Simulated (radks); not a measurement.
**Kr³⁺ in [Ar] 3d10 4s2 4p3: an all-electron calculation**

The task here is to estimate one member of a computed series from the others.

Program: radks (a radial shooting solver on a logarithmic mesh, Libxc functionals) version 1. Level of theory: scalar-relativistic Kohn-Sham, r2SCAN, spin-polarised, spherical densities, finite nucleus; open shells are filled with parallel spins first. These are calculated values, not measurements, unless marked.

**What is computed**

```
element            : krypton (Z = 36)
charge             : +3
electrons          : 33
configuration      : [Ar] 3d10 4s2 4p3
nuclear rms radius : 4.1884 fm
```

Outer shells as boxes (Hund's rule):

Kr³⁺
```
[Ar] core
3d [↑↓][↑↓][↑↓][↑↓][↑↓]
4s [↑↓]
4p [↑ ][↑ ][↑ ]
```

Set-up of the first run:

Settings of this run:

```text
Z 36
configuration [Ar] 3d10 4s2 4p3
relativity scalar-relativistic
functional r2scan,r2scan
spin polarised
nucleus finite rms 4.1884 fm
c 137.035999084
```

One table of the session follows, with a row left open; its other results are not shown here.

It belongs to the step «Orbitals and density». Sizes of the orbitals, from the radial functions (bohr):

```
  level      <r>  outermost maximum (interpolated)  90 % within  nodes
  1s up  0.04149                            0.0271       0.0742      0
1s down  0.04149                            0.0271       0.0742      0
  2s up   0.1833                             0.154        0.283      1
2s down   0.1833                             0.154        0.283      1
  2p up   0.1601                             0.123        0.261      0
2p down   0.1601                             0.123        0.261      0
  3s up   0.5288                             0.466        0.786      2
3s down   0.5289                             0.466        0.786      2
  3p up   0.5394                             0.463        0.821      1
3p down   0.5392                             0.463        0.820      1
  3d up   0.5547                             0.412        0.907      0
3d down   0.5518                             0.413        0.900      0
  4s up        ?                                 ?            ?      ?
4s down    1.467                              1.30         2.14      3
  4p up    1.651                              1.45         2.42      2
4p down    1.650                              1.44         2.43      2
```

Estimate the missing values for 4s up.

The run gave: <r>: 1.470; outermost maximum (interpolated): 1.31; 90 % within: 2.14; nodes: 3. In the column «<r>» it lies between 4s down (1.467) and 4p down (1.650).

To keep in mind: Open shells are spherical and high-spin; term and fine-structure splittings are not resolved.
